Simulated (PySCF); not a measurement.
# [Eu(HCN)]3+: other functionals and bases at one geometry

An exercise on one series of results from a longer session: the logs are not shown, and one member is left open.

Program: PySCF 2.14.0. Level of theory: several levels, as the steps say, no spin–orbit coupling. These are calculated values, not measurements.

3 further runs of the same task are left out: 2 for a known fault of the program, 1 that didn't finish.

### Where the work starts

4 atoms, charge 3, spin multiplicity 1.

Bond lengths: Eu1–N2 2.254 Å, N2–C3 1.180 Å, C3–H4 1.125 Å. Angles: Eu1–N2–C3 180.0°, N2–C3–H4 180.0°.

Geometry (Å):

```xyz
4
charge 3, multiplicity 1
Eu    0.0000    0.0000   -0.2771
N     0.0000    0.0000    1.9769
C     0.0000    0.0000    3.1565
H     0.0000    0.0000    4.2812
```

Formal oxidation states: Eu +3. Each metal's 6 4f electrons lie in its core potential, so multiplicities, spins and levels count the valence alone. An earlier session relaxed this geometry at PBE, Eu lcecp-1-SVP with ECP52, N def2-SVP, C def2-SVP, H def2-SVP (singlet, point group C∞v).

At PBE on the finer grid: E = -127.259493 Eh, HOMO -25.57 eV, LUMO -20.79 eV, Mulliken charge on Eu1 +2.45 e, largest force component 0.002 eV/Å. 

Levels to run: TPSSh; CAM-B3LYP; wB97X; r2SCAN; PBE, TZVP. Hardware: 2 threads of Arm Neoverse V1, shared host.

Set-up of the first run:

Contents of run.py (the lines that set the calculation):

```python
mol = gto.M(atom='''
Eu     0.00000     0.00000    -0.27714
N      0.00000     0.00000     1.97688
C      0.00000     0.00000     3.15648
H      0.00000     0.00000     4.28117''',
    basis={'Eu': 'lcecp-1-SVP', 'N': 'def2-SVP', 'C': 'def2-SVP', 'H': 'def2-SVP'},
    ecp={'Eu': 'lcecp-1-SVP'},
    charge=3, spin=0)
mf = dft.RKS(mol, xc='TPSSH')
mf.grids.atom_grid = (75, 302)  # f atoms: unpruned, at least (60, 302)
mf = mf.density_fit()  # fitting sets: Eu AutoAux, N def2-universal-JKFIT, C def2-universal-JKFIT, H def2-universal-JKFIT
mf.conv_tol = 1e-08; mf.max_cycle = 55
mf.kernel(dm0)  # dm0: the density of the relaxed state
```

Command:

```bash
OMP_NUM_THREADS=2 python run.py
```

Among the steps run: TPSSh; CAM-B3LYP; wB97X; r2SCAN; PBE, TZVP.

One table of the session follows, with a row left open; its other results are not shown here.

```
             level  HOMO (eV)  gap (eV)  charge on Eu1 (e)  dipole (D)  largest force component (eV/Å)
PBE (relaxed here)     -25.57      4.78               2.45        4.96                            0.00
             TPSSh     -25.98      5.86               2.51        4.75                            1.01
         CAM-B3LYP     -28.10      9.48               2.51        4.52                            1.97
             wB97X     -29.09     11.88               2.54        4.33                            2.04
            r2SCAN     -25.69      5.58               2.51        4.70                            1.13
         PBE, TZVP          ?         ?                  ?           ?                               ?
```

Q: Estimate the row for PBE, TZVP from the others.

**Answer.** HOMO (eV): -25.49; gap (eV): 4.72; charge on Eu1 (e): 2.55; dipole (D): 5.01; largest force component (eV/Å): 0.86. In the column «HOMO (eV)» it is the highest.

The dipole of a charged species depends on the origin, so these sizes hold for this origin alone.

In one basis the HOMO–LUMO gap runs from 4.78 eV (PBE) to 11.88 eV (wB97X). The largest leftover force, 2.04 eV/Å with wB97X, stands at a geometry relaxed at another level. With 4f in the core, its levels are missing from HOMO and gap, and its count is fixed, so no charge can pass from the ligands into it. Total energies of different levels can't be compared.
